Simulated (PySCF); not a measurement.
**CoF₂⁺: relaxation and vibrations of the quintet**

Where does quintet CoF₂⁺ go from a bent start, is the end point a minimum, and what are its modes, charges and moments?

Program: PySCF 2.14.0. Level of theory: PBE0, basis Co def2-TZVP, F def2-TZVP, no relativity, density fitting. These are calculated values, not measurements.

**1. Where the work starts**

3 atoms, charge 1, spin multiplicity 5.

Bond lengths: Co1–F2 1.715 Å, Co1–F3 1.715 Å. Angles: F2–Co1–F3 110.0°.

```xyz
3
charge 1 multiplicity 5
Co    0.0000    0.0000    0.0000
F     1.4048    0.0000    0.9837
F    -1.4048    0.0000    0.9837
```

**2. Finding the electronic state**

One driver script runs all steps and calls PySCF; scf.py shows how it sets up the SCF of each step. The optimiser is the driver's own. After this first run the driver tries any further starts and a stability analysis.

File scf.py:

```python
from pyscf import gto, scf, dft
mol = gto.M(atom='''
Co     0.000000     0.000000     0.000000
F      1.404800     0.000000     0.983700
F     -1.404800     0.000000     0.983700''',
    basis={'Co': 'def2-TZVP', 'F': 'def2-TZVP'},
    charge=1, spin=4)
mf = dft.UKS(mol, xc='PBE0')
mf.grids.atom_grid = (50, 194)
aux = {'Co': 'def2-universal-JKFIT', 'F': 'def2-universal-JKFIT'}
mf = mf.density_fit(auxbasis=aux)
mf.conv_tol = 1e-08
mf.diis_space = 10
mf.max_cycle = 60
mf.init_guess = 'minao'
mf.verbose = 4
mf.kernel()
```

On the command line:

```sh
> OMP_NUM_THREADS=4 python axn.py task.json out
```

After this run come: Bent start, quintet: relaxation; Vibrations and properties at this point.

**Question.** What will these runs give? Wanted: minimum; geometry; wavenumbers; dipole moment; highest occupied, lowest empty level; polar-tensor charge of Co1; zero-point energy; ⟨S²⟩.

**Answer**, as computed:

| quantity | value |
| --- | --- |
| minimum | quintet, D∞h |
| geometry | Co–F 1.661 Å (×2); F–Co–F 180.0° |
| wavenumbers (cm⁻¹) | 63 (πu), 727 (σg+), 907 (σu+) |
| dipole moment (centre of mass) | 0.00 D |
| highest occupied, lowest empty level (either spin) | -19.00, -13.46 eV |
| polar-tensor charge of Co1 | +1.93 e |
| zero-point energy | 10.5 kJ/mol |
| entropy at 298.15 K | 279.5 J/(mol K) |
| ⟨S²⟩ | 6.011 |

What this shows: From C2v at the start the molecule goes to a D∞h minimum. The strongest infrared band lies at 907 cm⁻¹ (σu+, stretch). Most of the spin sits on Co1 (Mulliken spin 3.23, against 4 for the whole molecule). Other starts or spin states, not run here, may lie lower. One determinant may miss the lowest occupation of an open d or f shell.
